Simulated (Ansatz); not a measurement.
# BaGeP2Au8: the cost of one run

Program: Ansatz 0.2.0. Level of theory: DFT PBE, plane waves, PAW, scalar-relativistic, no spin polarisation. These are calculated values, not measurements.

**1. The system as given**

The cell holds 12 atoms (Au8BaGeP2): a = 8.210 Å, b = 5.195 Å, c = 6.243 Å, α = 98.95°, β = 94.36°, γ = 95.69°.

Structure file:

```
Ge Ba P Au
1.0
     8.20414   -0.26000    0.17489
    -0.34298    5.16717   -0.40800
    -0.62330   -0.52921    6.18882
Ge Ba P Au
1 1 2 8
Direct
  0.12821 0.00532 0.87138
  0.82097 0.12744 0.14343
  0.47495 0.95474 0.27359
  0.57429 0.30839 0.55816
  0.85034 0.05342 0.64166
  0.98400 0.54410 0.72830
  0.70631 0.64866 0.38033
  0.28969 0.45790 0.02177
  0.25423 0.77888 0.51543
  0.60911 0.54090 0.95059
  0.52272 0.95514 0.77820
  0.03144 0.67506 0.17668
```

**2. The run**

Contents of input.yaml:

```yaml
crystal:
  lattice:
    - [8.204138, -0.259999, 0.174895]
    - [-0.342981, 5.167167, -0.408004]
    - [-0.623295, -0.529212, 6.188819]
  atoms:
    - { symbol: Ge, position: [0.128213, 0.005323, 0.871383] }
    - { symbol: Ba, position: [0.820973, 0.127444, 0.143433] }
    - { symbol: P, position: [0.474953, 0.954745, 0.273594] }
    - { symbol: P, position: [0.574285, 0.308395, 0.558156] }
    - { symbol: Au, position: [0.85034, 0.053419, 0.641656] }
    - { symbol: Au, position: [0.983997, 0.544099, 0.728295] }
    - { symbol: Au, position: [0.706308, 0.648659, 0.380328] }
    - { symbol: Au, position: [0.289695, 0.457902, 0.021775] }
    - { symbol: Au, position: [0.254235, 0.778877, 0.515427] }
    - { symbol: Au, position: [0.609109, 0.5409, 0.950593] }
    - { symbol: Au, position: [0.522717, 0.95514, 0.778198] }
    - { symbol: Au, position: [0.031437, 0.675063, 0.176681] }
kpoints:
  mp_grid: { grid: [2, 3, 3] }
magnetization:
  spin_polarized: false
scf:
  occupations: { method: fermi_dirac, width: 0.05 }
  eigensolver: { kind: davidson }
  lower_state_search: standard
hamiltonian:
  pseudopotentials: { kind: paw }
  xc: pbe
basis:
  ecutwfc: 420
  precision: f64
md:
  timestep: 0.5
  n_steps: 20
  ensemble: nvt_nose_hoover
  temperature: 1200.0
  initial_velocities: maxwell_boltzmann
  seed: 275692
```

Run with:

```sh
ansatz run input.yaml --threads 2 --pin off --max-ram 2560MiB --backend cpu --events-out ev --progress --plain --runs-dir out
```

What time and memory should one allow on 2 threads of AMD EPYC 7R43 (Zen 3), shared host?

About 4.6 min, with a peak of 0.95 GiB.
